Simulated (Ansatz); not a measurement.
SrMg3:

```
Sr Mg
1.0
     3.56868    0.00000    0.00000
    -1.78434    3.09057    0.00000
     0.00000    0.00000   10.94239
Sr Mg
1 3
Direct
  0.66667 0.33333 0.50000
  0.00000 0.00000 0.77182
  0.00000 0.00000 0.22818
  0.66667 0.33333 0.00000
```

The cell comes from a database or a generator and needn't be the stable form of this composition.

| Property | Result |
| --- | --- |
| Program | Ansatz 0.2.0 |
| Task | relaxation of cell and atoms |
| Functional | RPBE |
| Potentials or basis | Ansatz PAW |
| Cutoff | 420 eV (not typed: the program's choice for these potentials) |
| k mesh | 9 × 9 × 3 |
| Occupations | fermi-dirac, width 0.05 eV |
| Spin | no spin polarisation |

At the start: volume 30.17 Å³/atom.

Where does the relaxation end?

It ends after 6 steps and the volume is 32.43 Å³/atom (+7.5 %); space group P-6m2 (No. 187, to 0.05 Å).

The path:
```csv
step,energy change (eV),largest force (eV/Å),volume (Å³)
1,0.0000,0.0726,120.69
2,-0.0179,0.0155,123.78
3,-0.0397,0.0053,129.07
4,-0.0470,0.0200,130.54
5,-0.0480,0.0026,129.71
6,-0.0483,0.0026,129.71
```

Final structure:
```
Sr Mg
1.0
     3.75556    0.00000    0.00000
    -1.87778    3.25241    0.00000
     0.00000    0.00000   10.61935
Sr Mg
1 3
Direct
  0.66667 0.33333 0.50000
  0.00000 0.00000 0.77748
  0.00000 0.00000 0.22252
  0.66667 0.33333 0.00000
```

Caveat: the plane-wave basis is chosen anew once the cell has moved, so the energies of steps on either side of that aren't comparable; the PAW data sets come from PBE, with cores solved anew for the run's functional, which leaves a small shift of forces and pressure.
